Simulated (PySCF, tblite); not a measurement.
# C₆H₁₁N: dynamics, then NMR shifts on frames, part 2 of 2

tblite 0.8.0 and PySCF 2.14.0. Atoms count from 0.

## Step 5: NMR shieldings: 625 fs, PBE0/pcSseg-1

The job: settings as JSON, then the geometry in Å.

```
{"job": {"kind": "nmr", "xc": "PBE0", "basis": "pcSseg-1", "pop": false}, "charge": 0, "multiplicity": 1}
C      1.567900    -1.855000     1.440900
C      0.587400    -2.078300     0.311700
C      0.058700    -0.589900     0.479200
N      0.014000     0.000600    -0.881500
C     -1.281800     0.210400    -1.392400
C     -0.404800     1.335100    -1.077200
C      1.322600    -0.306800     1.299200
H      1.352200    -2.307400     2.394700
H      2.571800    -2.151500     1.098400
H      1.099000    -2.124400    -0.616300
H     -0.122000    -2.956500     0.351000
H     -0.868300    -0.390500     1.020700
H     -2.184500    -0.177200    -0.788600
H     -1.329100    -0.041200    -2.400700
H     -0.749100     1.970400    -0.311000
H      0.040400     1.819000    -1.987700
H      1.205000     0.291900     2.234300
H      2.071900     0.207200     0.785700
```

With the program's defaults for keys left out, this is: GIAO PBE0/pcSseg-1 NMR shielding, non-relativistic, gas phase.

The log of the run:

```text
coarse grid: 14400 points
cycle   1  E = -289.4410425528  dE =  1.037e+00  |g| = 3.778e-01  |ddm| = 3.737e+00
cycle   2  E = -289.4355086558  dE =  5.534e-03  |g| = 4.223e-01  |ddm| = 8.225e-01
cycle   3  E = -289.4803608500  dE = -4.485e-02  |g| = 5.260e-02  |ddm| = 4.462e-01
cycle   4  E = -289.4807720099  dE = -4.112e-04  |g| = 2.596e-02  |ddm| = 5.184e-02
cycle   5  E = -289.4809033949  dE = -1.314e-04  |g| = 6.448e-03  |ddm| = 2.538e-02
cycle   6  E = -289.4809116548  dE = -8.260e-06  |g| = 1.461e-03  |ddm| = 6.728e-03
final grid: 137336 points
cycle   7  E = -289.5228731091  dE = -4.175e-05  |g| = 8.518e-03  |ddm| = 3.403e-02
cycle   8  E = -289.5228643049  dE =  8.804e-06  |g| = 1.045e-02  |ddm| = 1.726e-02
cycle   9  E = -289.5228920174  dE = -2.771e-05  |g| = 7.399e-04  |ddm| = 9.706e-03
cycle  10  E = -289.5228921240  dE = -1.066e-07  |g| = 2.663e-04  |ddm| = 8.352e-04
cycle  11  E = -289.5228921384  dE = -1.442e-08  |g| = 5.310e-05  |ddm| = 2.344e-04
cycle  12  E = -289.5228921388  dE = -4.590e-10  |g| = 2.621e-05  |ddm| = 6.537e-05
converged SCF energy = -289.5228921388

GIAO shielding tensors (ppm)
atom      isotropic    diamagn.    paramagn.     s11        s22        s33       span
  0 C      169.392     252.760     -83.367    158.227    166.954    182.996     24.769
  1 C      149.591     249.629    -100.037    128.984    141.285    178.504     49.519
  2 C      113.748     243.491    -129.743     88.454    102.765    150.026     61.572
  3 N      219.211     320.368    -101.157    137.455    221.612    298.565    161.110
  4 C      157.614     255.004     -97.390    102.397    169.689    200.757     98.361
  5 C      168.145     250.996     -82.851    118.026    173.207    213.201     95.176
  6 C      160.020     247.010     -86.991    142.971    149.125    187.963     44.992
  7 H       29.977      30.004      -0.027     26.816     27.266     35.848      9.032
  8 H       29.144      28.666       0.478     25.149     26.421     35.862     10.714
  9 H       29.438      32.537      -3.099     26.828     29.620     31.865      5.038
 10 H       28.485      29.329      -0.844     24.804     26.674     33.976      9.172
 11 H       29.772      32.600      -2.828     26.168     29.723     33.425      7.257
 12 H       29.199      30.235      -1.036     24.009     27.976     35.612     11.604
 13 H       31.269      32.306      -1.037     24.414     27.563     41.832     17.418
 14 H       30.982      32.188      -1.207     26.140     28.717     38.088     11.948
 15 H       29.650      29.037       0.613     22.922     25.399     40.630     17.708
 16 H       29.266      29.716      -0.450     25.450     27.002     35.346      9.896
 17 H       30.225      32.237      -2.012     27.142     29.578     33.955      6.813
```

Run time: 28 s. Hardware: 1 thread of Intel Xeon Platinum 8259CL at 2.50GHz, shared host; peak memory 0.83 GiB.

In short: δ C2 73.2, C1 37.3, C4 29.3, C6 26.9, H10 3.23, H8 2.57 ppm.

## Step 6: Nuclear shieldings: 800 fs, PBE0/pcSseg-1

The job: settings as JSON, then the geometry in Å.

```
{"job": {"kind": "nmr", "xc": "PBE0", "basis": "pcSseg-1", "pop": false}, "charge": 0, "multiplicity": 1}
C      1.565200    -2.076900     1.264900
C      0.776200    -2.266200    -0.038500
C      0.299400    -0.746200     0.227900
N     -0.086900    -0.024700    -0.946200
C     -1.438000     0.379900    -1.176300
C     -0.390300     1.346600    -0.710600
C      1.608000    -0.578400     1.002200
H      0.789500    -2.361900     2.066900
H      2.529800    -2.437200     1.603200
H      1.306900    -2.444700    -0.939200
H     -0.042100    -3.031100     0.101900
H     -0.445000    -0.746000     0.989000
H     -2.100800     0.122900    -0.363100
H     -1.770800     0.329600    -2.161700
H     -0.443200     1.749500     0.335000
H      0.061500     2.050200    -1.359300
H      1.474800     0.066700     1.878600
H      2.476200    -0.368500     0.399800
```

With the program's defaults for keys left out, this is: GIAO PBE0/pcSseg-1 NMR shielding, non-relativistic, gas phase.

The log of the run:

```text
coarse grid: 14400 points
cycle   1  E = -289.4398276180  dE =  1.059e+00  |g| = 3.653e-01  |ddm| = 3.714e+00
cycle   2  E = -289.4346724069  dE =  5.155e-03  |g| = 4.085e-01  |ddm| = 7.999e-01
cycle   3  E = -289.4768738028  dE = -4.220e-02  |g| = 4.985e-02  |ddm| = 4.356e-01
cycle   4  E = -289.4772699159  dE = -3.961e-04  |g| = 2.377e-02  |ddm| = 5.110e-02
cycle   5  E = -289.4773813832  dE = -1.115e-04  |g| = 6.706e-03  |ddm| = 2.342e-02
cycle   6  E = -289.4773902070  dE = -8.824e-06  |g| = 1.770e-03  |ddm| = 7.086e-03
final grid: 137336 points
cycle   7  E = -289.5206412658  dE = -4.707e-05  |g| = 8.830e-03  |ddm| = 3.316e-02
cycle   8  E = -289.5206325795  dE =  8.686e-06  |g| = 1.070e-02  |ddm| = 1.764e-02
cycle   9  E = -289.5206616281  dE = -2.905e-05  |g| = 6.570e-04  |ddm| = 9.683e-03
cycle  10  E = -289.5206617158  dE = -8.771e-08  |g| = 2.400e-04  |ddm| = 7.095e-04
cycle  11  E = -289.5206617288  dE = -1.299e-08  |g| = 4.306e-05  |ddm| = 2.105e-04
cycle  12  E = -289.5206617291  dE = -2.748e-10  |g| = 2.393e-05  |ddm| = 5.838e-05
converged SCF energy = -289.5206617291

GIAO shielding tensors (ppm)
atom      isotropic    diamagn.    paramagn.     s11        s22        s33       span
  0 C      163.315     256.971     -93.656    147.542    158.817    183.585     36.043
  1 C      146.245     249.621    -103.375    127.014    142.417    169.306     42.292
  2 C      117.433     240.282    -122.849     90.072     98.351    163.876     73.804
  3 N      230.847     319.468     -88.620    148.269    251.293    292.981    144.712
  4 C      161.433     256.370     -94.937    110.242    173.703    200.354     90.112
  5 C      163.566     253.202     -89.636    113.503    169.130    208.064     94.562
  6 C      153.358     248.256     -94.898    135.948    155.383    168.744     32.797
  7 H       28.821      30.029      -1.208     24.950     27.184     34.328      9.377
  8 H       29.799      29.590       0.210     25.094     27.197     37.106     12.013
  9 H       29.695      31.384      -1.689     27.125     28.386     33.575      6.450
 10 H       28.346      29.613      -1.267     24.568     25.916     34.554      9.986
 11 H       30.738      33.430      -2.692     26.547     30.368     35.300      8.754
 12 H       31.245      32.408      -1.164     25.698     29.470     38.565     12.867
 13 H       30.850      32.003      -1.153     24.340     27.030     41.181     16.841
 14 H       30.174      31.452      -1.278     25.302     28.232     36.988     11.686
 15 H       30.815      31.664      -0.849     24.447     26.885     41.114     16.666
 16 H       29.435      31.028      -1.593     25.078     27.185     36.042     10.964
 17 H       29.755      31.536      -1.782     26.648     29.157     33.458      6.810
```

Wall time 28 s (1 thread of Intel Xeon Platinum 8259CL at 2.50GHz, shared host); peak memory 0.83 GiB.

This run: δ C2 69.5, C1 40.7, C6 33.6, C4 25.5, H10 3.37, H7 2.90 ppm.

## Step 7: NMR shieldings: 1000 fs, PBE0/pcSseg-1

The job: settings as JSON, then the geometry in Å.

```
{"job": {"kind": "nmr", "xc": "PBE0", "basis": "pcSseg-1", "pop": false}, "charge": 0, "multiplicity": 1}
C      1.772800    -2.349300    -0.234200
C      0.246800    -2.266200     0.077600
C      0.483300    -0.796700     0.453600
N      0.052400     0.097100    -0.658700
C     -1.258400     0.626200    -0.633800
C     -0.068200     1.510000    -0.469900
C      1.970100    -0.969100     0.571000
H      2.217000    -3.119100     0.319500
H      2.121600    -2.255400    -1.231400
H     -0.482400    -2.254900    -0.715800
H     -0.080600    -2.949300     0.923800
H     -0.018600    -0.414200     1.437200
H     -1.881400     0.504900     0.301700
H     -1.823900     0.702900    -1.642500
H      0.138100     1.791300     0.560600
H      0.219200     2.066300    -1.324000
H      2.259300    -1.198800     1.574700
H      2.595200    -0.279300     0.106700
```

Level: GIAO PBE0/pcSseg-1 NMR shielding, non-relativistic, gas phase.

The log of the run:

```text
coarse grid: 14400 points
cycle   1  E = -289.4400281581  dE =  9.562e-01  |g| = 3.709e-01  |ddm| = 3.707e+00
cycle   2  E = -289.4343164766  dE =  5.712e-03  |g| = 4.176e-01  |ddm| = 8.020e-01
cycle   3  E = -289.4778382361  dE = -4.352e-02  |g| = 6.203e-02  |ddm| = 4.524e-01
cycle   4  E = -289.4784112624  dE = -5.730e-04  |g| = 3.094e-02  |ddm| = 6.457e-02
cycle   5  E = -289.4786076915  dE = -1.964e-04  |g| = 5.277e-03  |ddm| = 2.688e-02
cycle   6  E = -289.4786131740  dE = -5.483e-06  |g| = 1.356e-03  |ddm| = 5.103e-03
final grid: 137336 points
cycle   7  E = -289.5227236270  dE = -4.894e-05  |g| = 9.154e-03  |ddm| = 3.630e-02
cycle   8  E = -289.5227130898  dE =  1.054e-05  |g| = 1.128e-02  |ddm| = 1.901e-02
cycle   9  E = -289.5227453369  dE = -3.225e-05  |g| = 1.013e-03  |ddm| = 1.080e-02
cycle  10  E = -289.5227455426  dE = -2.056e-07  |g| = 3.063e-04  |ddm| = 1.039e-03
cycle  11  E = -289.5227455612  dE = -1.865e-08  |g| = 6.657e-05  |ddm| = 2.416e-04
cycle  12  E = -289.5227455619  dE = -7.361e-10  |g| = 3.108e-05  |ddm| = 7.743e-05
converged SCF energy = -289.5227455619

GIAO shielding tensors (ppm)
atom      isotropic    diamagn.    paramagn.     s11        s22        s33       span
  0 C      165.009     252.363     -87.355    142.022    168.578    184.425     42.403
  1 C      155.787     251.930     -96.143    140.182    157.523    169.655     29.473
  2 C      107.441     243.126    -135.685     79.885    103.729    138.710     58.825
  3 N      211.994     323.273    -111.279    116.878    238.550    280.552    163.674
  4 C      154.697     253.611     -98.914     99.714    165.271    199.105     99.391
  5 C      165.860     255.521     -89.661    118.613    172.436    206.532     87.919
  6 C      164.167     248.554     -84.387    151.326    162.312    178.862     27.536
  7 H       29.971      30.006      -0.035     26.413     27.170     36.329      9.916
  8 H       29.472      30.797      -1.325     26.232     27.106     35.078      8.847
  9 H       29.669      31.698      -2.029     25.221     29.877     33.910      8.689
 10 H       28.519      30.130      -1.611     24.869     26.889     33.801      8.932
 11 H       28.917      31.930      -3.013     24.657     29.640     32.454      7.797
 12 H       29.750      30.933      -1.184     24.818     27.751     36.680     11.863
 13 H       28.322      28.767      -0.445     22.369     24.527     38.071     15.702
 14 H       30.961      32.444      -1.483     25.443     28.881     38.560     13.117
 15 H       30.665      31.988      -1.323     24.121     26.653     41.221     17.100
 16 H       30.155      31.545      -1.390     26.748     28.297     35.421      8.672
 17 H       31.007      32.401      -1.394     27.418     29.362     36.240      8.823
```

It took 29 s on 1 thread of Intel Xeon Platinum 8259CL at 2.50GHz, shared host; peak memory 0.82 GiB.

In short: δ C2 79.5, C4 32.2, C1 31.1, C6 22.8, H13 3.39, H10 3.20 ppm.

## Step 8: Comparing the runs: NMR shifts

Shifts (ppm) of some atoms, chosen among heavy atoms and hydrogens apart, with basis size and wall time:

| frame | C2 | C6 | C1 | C4 | H13 | H12 | N3 | functions | time |
| --- | --- | --- | --- | --- | --- | --- | --- | --- | --- |
| 250 fs | 57.4 | 31.1 | 30.9 | 17.0 | 1.03 | 0.62 | 52.2 | 174 | 29 s |
| 425 fs | 82.3 | 26.8 | 39.2 | 31.2 | 1.98 | 1.28 | 56.2 | 174 | 28 s |
| 625 fs | 73.2 | 26.9 | 37.3 | 29.3 | 0.45 | 2.52 | 48.5 | 174 | 28 s |
| 800 fs | 69.5 | 33.6 | 40.7 | 25.5 | 0.87 | 0.47 | 36.9 | 174 | 28 s |
| 1000 fs | 79.5 | 22.8 | 31.1 | 32.2 | 3.39 | 1.97 | 55.7 | 174 | 29 s |

## Step 9: What came out

What follows sums up all 2 parts.

| quantity | value |
| --- | --- |
| thermostat | 400 K |
| mean temperature, second half | 417 K |
| mean potential energy above the minimum | 0.94 eV |
| ¹³C shifts against TMS (PBE0/pcSseg-1, 250 fs) | 57.4, 31.1, 30.9, 19.0, 17.0, 14.1 ppm |
| ¹H shifts against TMS (PBE0/pcSseg-1, 250 fs) | 3.55, 2.74, 2.52, 2.44, 2.44, 2.12, 1.75, 1.03, 0.73, 0.62, -0.12 ppm |
| ¹⁵N shifts against NH3 (PBE0/pcSseg-1, 250 fs) | 52.2 ppm |
| range of the shift of C2 | 57.4 to 82.3 ppm |

In the second half the potential energy averages 0.94 eV above the minimum; equipartition over 48 harmonic modes at 400 K would give 0.83 eV. With 18 atoms the temperature swings widely (242 to 560 K). Shifts at one fixed geometry are not the observed spectrum, which averages over the motion. In the first frame run (250 fs): The largest span, 139 ppm, is at N3, where the paramagnetic term is -106 ppm. Across the 5 runs the shift of C2 moves most, between 57.4 (250 fs) and 82.3 ppm (425 fs).
